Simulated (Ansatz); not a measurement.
# CH₃Se (charge -1), SMILES C[Se-]: a relaxed scan of one distance

Program: the Ansatz DFT code, driven from Python.

`ch3se.py`:
```python
"""One bond of CH3Se(-) held at set lengths while the rest relaxes."""

import ansatz as az
import numpy as np

config = {
    "basis": "def2-SVP",
    "functional": "HF",
    "net_charge": -1,
}

GEOMETRY = """
C    -0.16670   -0.00460   -0.00340
Se    1.77530    0.04920    0.03610
H    -0.50170   -0.65200   -0.83970
H    -0.56220    1.02160   -0.14880
H    -0.54480   -0.41430    0.95570
"""


def main() -> None:
    ch3se = az.Crystal.molecule()
    for line in GEOMETRY.strip().splitlines():
        symbol, *xyz = line.split()
        ch3se = ch3se.atom(symbol, [float(v) for v in xyz])

    model = (
        ch3se.calculation()
        .basis(gaussian=config["basis"])
        .functional(config["functional"])
        .charge(config["net_charge"])
    )
    symbols = [site.symbol for site in ch3se.cartesian_sites]
    pairs = [(0, 1), (0, 2), (0, 3), (0, 4)]
    print("held (A)   E (eV)        ", "  ".join(f"{symbols[i]}{i}-{symbols[j]}{j}" for i, j in pairs))
    for length in [1.02, 1.11, 1.2, 1.33, 1.5]:
        summary = model.relax(constraints=[az.DistanceConstraint((0, 3), at=length)], force_tolerance=0.02, max_steps=60).run(threads=1).report
        xyz = np.array(summary["positions_ang"])
        print(f"{length:6.2f} {summary['free_energy_ev']:14.5f}  ", "  ".join(f"{np.linalg.norm(xyz[i] - xyz[j]):.3f}" for i, j in pairs))


if __name__ == "__main__":
    main()
```

```console
$ python ch3se.py
held (A)   E (eV)         C0-Se1  C0-H2  C0-H3  C0-H4
DeckWarning: relax.constraints: the input's atoms, or those drawn, lie off the distances that are held; a relaxation that starts there is brought onto them ahead of its first SCF, by positions alone, an atom by 4.47e-2 Å at the most. With the symmetry detection on, the symmetry is detected on the input's atoms as so [...]
  1.02   -66371.89803   1.981  1.096  1.020  1.096
  1.11   -66372.00692   1.976  1.095  1.110  1.095
  1.20   -66371.85940   1.969  1.094  1.200  1.094
  1.33   -66371.41470   1.958  1.093  1.330  1.093
  1.50   -66370.69517   1.937  1.090  1.500  1.090
```
(Warnings from the package without file and line, shortened, repeats left out.)

Notes:
- These settings explore the input space; basis and method may be short of convergence.
- The energies are electronic: no zero-point or thermal terms, and the basis set is short of its limit.
- Anions want diffuse functions, which this basis lacks.
- Hardware and time: 17 s on 1 thread of Arm Neoverse V2, on a shared host, peak memory 0.18 GiB.
